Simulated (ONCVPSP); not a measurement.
# Beryllium: generating and testing an ONCV potential

Aim: build the potential from the settings below, then test how well it stands in for the atom: other configurations, scattering, ghost states and the plane-wave cutoff that it needs.

Program: ONCVPSP 4.0.1. Reference atom: PBE, scalar-relativistic, spherical and spin-unpolarised. All values are calculated.

**1. Starting point**

The settings as typed:

```
element                 : beryllium (Be, Z = 4)
type                    : optimised norm-conserving Vanderbilt (ONCV)
frozen core             : none
valence charge          : 4
reference configuration : 1s2 2s2
partial waves           : 1s+2s: rc 0.65 bohr, ncon 4, nbas 8, qcut 17.5 1/bohr, 3 projectors, debl 3.1 Ha; p scattering state at 0.15 Ha: rc 0.60 bohr, ncon 5, nbas 8, qcut 11.1 1/bohr, 3 projectors, debl 2 Ha; d scattering state at 0.44 Ha: rc 0.60 bohr, ncon 3, nbas 6, qcut 17.1 1/bohr, 2 projectors, debl 2.9 Ha
local potential         : polynomial inside 0.40 bohr (lpopt 5, dvloc0 0 Ha)
core correction         : not asked for
```

An earlier all-electron run gives the scale for the radii.

All-electron outer shells of the reference configuration (PBE, scalar-relativistic, ld1.x):

```json
{"shell": "1s", "level (eV)": "-106.21", "outermost node (bohr)": "–", "outermost maximum (bohr)": "0.27"}
{"shell": "2s", "level (eV)": "-5.61", "outermost node (bohr)": "0.59", "outermost maximum (bohr)": "2.04"}
{"shell": "2p", "level (eV)": "-2.02", "outermost node (bohr)": "–", "outermost maximum (bohr)": "2.28"}
```

**2. Generating the potential**

The input, Be.dat:

```
# ATOM AND REFERENCE CONFIGURATION
# atsym  z   nc   nv     iexc    psfile
  Be 4.00    0    2        4      upf
#
#   n    l    f
    1    0    2.00
    2    0    2.00
#
# PSEUDOPOTENTIAL AND OPTIMIZATION
# lmax
    2
#
#   l,   rc,      ep,       ncon, nbas, qcut
    0    0.65    0.00    4    8   17.50
    1    0.60    0.15    5    8   11.10
    2    0.60    0.44    3    6   17.10
#
# LOCAL POTENTIAL
# lloc, lpopt,  rc(5),   dvloc0
    4    5    0.40    0.00
#
# VANDERBILT-KLEINMAN-BYLANDER PROJECTORs
# l, nproj, debl
    0    3    3.10
    1    3    2.00
    2    2    2.90
#
# MODEL CORE CHARGE
# icmod, fcfact, rcfact
    0    0.00    0.00
#
# LOG DERIVATIVE ANALYSIS
# epsh1, epsh2, depsh
   -5.00    5.00    0.04
#
# OUTPUT GRID
# rlmax, drl
    6.00    0.01
#
# TEST CONFIGURATIONS
# ncnf
    4
# nvcnf
#   n    l    f
    2
    1    0    2.00
    2    0    1.00
#
    2
    1    0    2.00
    2    0    0.00
#
    2
    1    0    2.00
    2    0    1.50
#
    3
    1    0    2.00
    2    0    0.00
    2    1    1.00
#
```

The run is started by

```sh
$ oncvpsp.x < Be.dat > Be.out
```

Q: Predict the outcome of this session. Wanted: cutoffs for 1 and 0.1 mHa per electron, occupied waves; bound ghosts; GHOST(+) flags; largest test error; largest phase difference near zero energy, channels read.

The runs gave:

| quantity | value |
| --- | --- |
| cutoffs for 1 and 0.1 mHa per electron, occupied waves | 117 Ha and 137 Ha |
| bound ghosts | p at -326.02 eV |
| GHOST(+) flags | p at 6749 eV |
| largest test error (AE − PS) | +2.1 meV, for 1s2 2s0 |
| largest phase difference near zero energy, channels read | 0.000 rad |

**Reading.** A bound ghost (p) makes it unfit for use: electrons can fall into a state that the atom doesn't have. The worst unpolarised test, 1s2 2s0, is off by 2.1 meV on 27.5 eV; by total energies transferability rates as very good. Atomic tests can pass in spite of a ghost, since they solve only for the levels asked. By its cutoff, 117 Ha for the looser tolerance, it is very hard. At the looser tolerance the 1s wave is the slowest; 2s needs 87 Ha. Near zero energy the phases of the channels with partial waves agree within 0.001 rad. The program also flags highly localised states, GHOST(+) (p). These are tests on the free atom; a crystal test is still owed.
